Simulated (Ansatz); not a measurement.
**FePt: properties at the relaxed cell**

One table from this session's results is given with a row withheld; the runs are named, their logs left out.

Computed with Ansatz 0.2.0 (DFT PBEsol, scalar-relativistic, plane waves, PAW, unless a step's input says otherwise).

1 further run of the same task is left out (set aside as unsound or not needed).

## The structure to begin with

Symmetry: P4/mmm, No. 123, tetragonal system. The conventional cell has a = 2.687 Å, b = 2.687 Å, c = 3.717 Å, α = 90.00°, β = 90.00°, γ = 90.00°. Fe (site symmetry 4/mmm) has 8 Pt at 2.66 Å and 4 Fe at 2.69 Å as nearest neighbours. Around Pt (site symmetry 4/mmm) lie 8 Fe at 2.66 Å and 4 Pt at 2.69 Å.

Coordinates:

```
CELL_PARAMETERS angstrom
2.68678 0.00000 0.00000
0.00000 2.68678 0.00000
0.00000 0.00000 3.71740
ATOMIC_POSITIONS crystal
Fe 0.00000 0.00000 0.00000
Pt 0.50000 0.50000 0.50000
```

This cell was relaxed beforehand with the same method: volume 13.42 Å³/atom, gap on the mesh none (metal), site moments up to 2.9 μB.

The first run:

The input, input.yaml:

```yaml
crystal:
  lattice:
    - [2.6867834646, 0.0, 0.0]
    - [0.0, 2.6867834646, 0.0]
    - [0.0, 0.0, 3.7173957997]
  atoms:
    - { symbol: Fe, position: [0.0, 0.0, 0.0], spin: 3.17 }
    - { symbol: Pt, position: [0.5, 0.5, 0.5], spin: 0.41 }
basis:
  ecutwfc: 420
kpoints:
  mp_grid: { grid: [16, 16, 12] }
  band_path:
    path:
      - [[0.0, 0.0, 0.0], [0.0, 0.5, 0.0], [0.5, 0.5, 0.0], [0.0, 0.0, 0.0], [0.0, 0.0, 0.5], [0.0, 0.5, 0.5], [0.5, 0.5, 0.5], [0.0, 0.0, 0.5]]
      - [[0.0, 0.5, 0.0], [0.0, 0.5, 0.5]]
      - [[0.5, 0.5, 0.0], [0.5, 0.5, 0.5]]
    npoints: 14
hamiltonian:
  xc: pbesol
scf:
  occupations: { method: gaussian, width: 0.1 }
  n_extra_bands: 6
output:
  forces: true
  stress: true
  eigenvalues: true
  populations: true
  dos: { projected: true, de: 0.02, nscf_kmesh: { grid: [24, 24, 18] } }
  bader: true
  write_density: true
  write_potential: true
  elf: true
  volumetric_format: npy
magnetization:
  spin_polarized: true
checkpoint:
  read: start.run
  write: ck
  compress: false
  write_wavefunctions: false
  write_every: 100000
```

On the command line:

```sh
> ansatz run input.yaml --threads 1 --pin off --max-ram 2560MiB --backend cpu --events-out ev --progress --plain --runs-dir out
```

Steps of the session up to this table: Bands, states and charges; Volume × 0.97; Point at V/V0 = 1.03; Volume × 0.94; The cell scaled to 1.06 of its volume.

One of the session's tables, all rows but one given; the rest of the session is left out.

It belongs to the step «Fit of the equation of state». 

| volume (Å³/atom) | energy above the lowest point (meV/atom) | pressure (GPa) | largest moment (μB) |
| --- | --- | --- | --- |
| 12.613 | 39.0 | 16.68 | 2.75 |
| 13.015 | 9.0 | 7.53 | 2.81 |
| 13.418 | 0.0 | 0.00 | 2.88 |
| 13.820 | ? | ? | ? |
| 14.223 | 30.7 | -11.64 | 3.00 |

Estimate the missing values for volume (Å³/atom) = 13.820.

Worked estimate for «energy above the lowest point (meV/atom)». A straight line through the neighbours (13.418, 0.0) and (14.223, 30.7) gives 0.0 + (30.7 − 0.0) × (13.820 − 13.418) / (14.223 − 13.418) = 15.3; a parabola fitted to 3 rows on both sides gives 7.2.

The run gave: energy above the lowest point (meV/atom): 8.0; pressure (GPa): -6.31; largest moment (μB): 2.94. In «energy above the lowest point (meV/atom)» the line misses by +7.3 and the parabola by -0.8.

To keep in mind: Warnings in the runs' records: stability check not made.
